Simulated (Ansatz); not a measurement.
**GeCN2 under changes of volume**

One of the cells (13.716 Å³/atom); the others are scaled copies at fixed shape and fractional positions:

```
Ge N C
1.0
     1.79379    1.03565    4.92196
    -1.79379    1.03565    4.92196
     0.00000   -2.07129    4.92196
Ge N C
1 2 1
Direct
  0.00000 0.00000 0.00000
  0.58390 0.58390 0.58390
  0.41610 0.41610 0.41610
  0.50000 0.50000 0.50000
```

The cell comes from a database or a generator and needn't be the stable form of this composition.

| Item | Value |
| --- | --- |
| Program | Ansatz 0.2.0 |
| Functional | r2SCAN |
| Potentials or basis | Ansatz PAW |
| Cutoff | 500 eV (not typed: the program's choice for these potentials) |
| k mesh | 9 × 9 × 9 |
| Occupations | fermi-dirac, width 0.05 eV |
| Spin | no spin polarisation |

```csv
volume (Å³/atom),energy over the lowest point (meV/atom),pressure (GPa),gap on the mesh (eV),largest force (eV/Å)
12.893,8.38,5.7,1.04,1.372
13.167,1.54,2.4,1.10,0.704
13.441,0.00,-0.6,1.15,0.081
13.716,3.28,-3.2,1.20,0.501
13.990,?,?,?,?
14.264,22.54,-7.9,1.29,1.549
14.538,37.74,-9.9,1.33,2.021
```

Q: What does the run at 13.990 Å³/atom give?

A: Energy over the lowest point 10.93 meV/atom; pressure -5.7 GPa; gap on the mesh 1.25 eV; largest force 1.043 eV/Å.

Worked out: A Birch-Murnaghan fit of order 3 (a polynomial in V^(-2/3)) to the other rows has its minimum at 13.39 Å³/atom with B0 = V·E''(V) = 140 GPa and B' = 3.7 at fixed shape and positions, which overstates the stiffness. It gives 10.93 meV/atom at 13.990 Å³/atom, against the run's 10.93, and -dE/dV = -5.7 GPa, against -5.7. A straight line through the other rows of the gap, of slope 2.4 eV per unit of ln V, gives 1.24 eV, against the run's 1.25.

Energies are extrapolated to zero smearing.

Caveats: odd divisions of the mesh miss points on the zone boundary, where band edges often lie, so the gap on the mesh can be too wide; the PAW data sets come from PBE, with cores solved anew for the run's functional, which leaves a small shift of forces and pressure; forces of over 1 eV/Å show positions far from the minimum, so gaps and moduli don't describe the material at rest (some runs).

A mesh can miss the band edges. Spin-orbit coupling on Ge is left out.
